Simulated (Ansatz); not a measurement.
**CuCO+ (singlet): wave-function methods side by side at a displaced geometry (v2), def2-SVP**

Aim: climb from Hartree-Fock through coupled cluster and multireference methods for CuCO+ (singlet) at one geometry and basis, and see what each rung misses.

Computed with Ansatz 0.2.0, Gaussian basis. Level: def2-SVP, core rule «outside noble gas», up to 11 orbitals frozen.

Plan: UHF; CCSD(T) on RHF; CISD; CCSDT(Q) on RHF; CASSCF and MRCISD+Q, 8 electrons in 8 orbitals; CASSCF and NEVPT2, 8 electrons in 8 orbitals.

14 further runs of the same task are left out: 5 that didn't finish, 9 set aside as unsound or not needed.

### 1 The geometry

The geometry is a PBE0/def2-TZVP stationary point (not a proven minimum) with its atoms shifted at random (size 0.100 Å).

3 atoms, charge 1, spin multiplicity 1.

Atoms are counted from 1 here; the program's logs count them from 0.

Bond lengths: Cu1–C2 1.892 Å, C2–O3 1.124 Å. Angles: Cu1–C2–O3 170.9°.

### 2 UHF

File in.yaml:

```yaml
crystal:
  periodic: [false, false, false]
  atoms:
    - {symbol: Cu, position_ang: [0.084376, 0.005225, 1.629998]}
    - {symbol: C, position_ang: [-0.080498, 0.013599, -0.254609]}
    - {symbol: O, position_ang: [-0.003878, -0.018825, -1.375389]}
basis:
  gaussian: {orbitals: def2-SVP}
total_charge: 1
magnetization: {spin_polarized: true, initial_magnetization: 0}
hamiltonian: {xc: hf}
output: {orbitals: {seedname: orbitals}}
```

The run is started by

```sh
> ansatz run in.yaml --threads 1 --pin off --events-out ev --progress --plain --max-ram 2393MiB
```

Further steps of the session: CCSD(T) on RHF; CISD; CCSDT(Q) on RHF; CASSCF and MRCISD+Q, 8 electrons in 8 orbitals; CASSCF and NEVPT2, 8 electrons in 8 orbitals.

Q: Predict the results of all the runs planned. Wanted: RCCSDT(Q) below the RHF energy; RMP2 from RCCSDT(Q); RCCSD from RCCSDT(Q); RCCSD(T) from RCCSDT(Q); T1 diagnostic.

**Answer**, as computed:

```
                         quantity             value
   RCCSDT(Q) below the RHF energy       -15.7488 eV
              RMP2 from RCCSDT(Q)    -6.31 kcal/mol
             RCCSD from RCCSDT(Q)   +14.69 kcal/mol
          RCCSD(T) from RCCSDT(Q)    -0.51 kcal/mol
levels within 1 kcal/mol (43 meV)  RCCSD(T), RCCSDT
                    T1 diagnostic             0.023
```

What this shows: RCCSD(T) lands -0.51 kcal/mol from the yardstick (0.1 % of the correlation energy). These misses are within one basis, not against nature.
